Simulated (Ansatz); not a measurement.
**ClH3OS2Si: up Jacob's ladder to CCSD(T)**

How much do the methods differ for ClH3OS2Si? The plan is to run it at one geometry with functionals of several rungs and with coupled cluster, and see how far each lands from CCSD(T) at the basis-set limit for the atomisation energy.

Method: functionals in def2-TZVPP, the program's frozen cores in correlated methods; program: Ansatz 0.2.0, Gaussian basis.

Levels to be run: LDA (SPW92), PBE-D4, revPBE-D4, BLYP-D4, r2SCAN-D4, B97M-V, PBE0-D4, B3LYP-D4, r2SCANh-D4, r2SCAN0-D4, HSE06-D4, BHLYP-D4, CAM-B3LYP-D4, LC-ωPBE, ωB97X-V, ωB97M-V, B2PLYP, PBE-QIDH; CCSD(T)/def2-SVP; CCSD(T)/def2-TZVPP; MP2/def2-QZVPP; extrapolation to the limit; RPA on PBE.

## Step 1: Structure used throughout

All runs share one geometry, relaxed beforehand with PBE0-D4 in a triple-zeta def2 set.

SMILES `O[Si](S)(S)Cl`, 8 atoms, charge 0, spin multiplicity 1.

Atoms are counted from 1 here; the program's logs count them from 0.

Bond lengths: O1–Si2 1.628 Å, O1–H6 0.960 Å, Si2–S3 2.111 Å, Si2–S4 2.121 Å, Si2–Cl5 2.051 Å, S3–H7 1.344 Å, S4–H8 1.345 Å. Angles: Si2–O1–H6 117.5°, O1–Si2–S3 102.2°, O1–Si2–S4 114.6°, O1–Si2–Cl5 110.7°, S3–Si2–S4 114.1°, S3–Si2–Cl5 113.2°, S4–Si2–Cl5 102.5°, Si2–S3–H7 92.7°, Si2–S4–H8 93.0°.

## Step 2: LDA

This LDA is Slater exchange with PW92 correlation.

File in.yaml:

```yaml
crystal:
  periodic: [false, false, false]
  atoms:
    - {symbol: O, position_ang: [-0.852550, 1.199570, 0.861010]}
    - {symbol: Si, position_ang: [-0.010431, 0.282667, -0.187846]}
    - {symbol: S, position_ang: [1.905450, 0.239989, 0.697792]}
    - {symbol: S, position_ang: [-0.841506, -1.635200, -0.547822]}
    - {symbol: Cl, position_ang: [-0.019642, 1.126988, -2.057166]}
    - {symbol: H, position_ang: [-1.765898, 1.397079, 0.642896]}
    - {symbol: H, position_ang: [2.368176, -0.648880, -0.197576]}
    - {symbol: H, position_ang: [-0.691500, -2.019312, 0.732811]}
basis:
  gaussian: {orbitals: def2-TZVPP}
hamiltonian: {xc: lda}
output: {orbitals: {seedname: orbitals}}
```

After this run come: PBE-D4 (GGA); revPBE-D4 (GGA); BLYP-D4 (GGA); r2SCAN-D4 (meta-GGA); B97M-V (meta-GGA); PBE0-D4 (hybrid); B3LYP-D4 (hybrid); r2SCANh-D4 (hybrid); r2SCAN0-D4 (hybrid); HSE06-D4 (hybrid); BHLYP-D4 (hybrid); CAM-B3LYP-D4 (range-separated); LC-ωPBE (range-separated); ωB97X-V (range-separated); ωB97M-V (range-separated); B2PLYP (double hybrid); PBE-QIDH (double hybrid); CCSD(T) in def2-SVP; CCSD(T) in def2-TZVPP; MP2 in def2-QZVPP; RPA on PBE orbitals.

Q: Predict the results of all the runs planned. Wanted: atomisation energy, CCSD(T)/CBS; farthest beyond LDA; mean size of error, GGA; mean size of error, meta-GGA; mean size of error, hybrid; mean size of error, range-separated; mean size of error, double hybrid; gap, smallest and largest; T1 diagnostic.

As calculated:

| quantity | value |
| --- | --- |
| atomisation energy, CCSD(T)/CBS | 2734.4 kJ/mol |
| functionals within 13.7 kJ/mol (0.5 %) | r2SCAN-D4, ωB97X-V |
| farthest beyond LDA | BHLYP-D4 (-126.2 kJ/mol) |
| mean size of error, GGA | 39.4 kJ/mol |
| mean size of error, meta-GGA | 16.9 kJ/mol |
| mean size of error, hybrid | 46.5 kJ/mol |
| mean size of error, range-separated | 30.6 kJ/mol |
| mean size of error, double hybrid | 55.3 kJ/mol |
| gap, smallest and largest | 5.26 eV (LDA (SPW92)), 12.54 eV (LC-ωPBE) |
| T1 diagnostic | 0.0110 |
| triples share of the correlation energy | 4.2 % |

In words: LDA overbinds by 412.5 kJ/mol (15 %). PBE-D4 is off by +29.5 kJ/mol. Double hybrids carry the basis error of their MP2 part in triple zeta, and no dispersion term here, so their miss is partly the set-up's. By mean error the best rung here is meta-GGA (16.9 kJ/mol) and the worst beyond LDA is double hybrid (55.3 kJ/mol). The reference freezes the cores and leaves out relativity and excitations past (T), so misses under about 13.7 kJ/mol can't be ranked. Hartree-Fock recovers 69 % of the binding; the rest is correlation. CCSD(T) in def2-SVP is off by -293.1 kJ/mol, worse than the median functional, from the basis alone. Orbital gaps span 5.3 to 12.5 eV; exact exchange widens them.
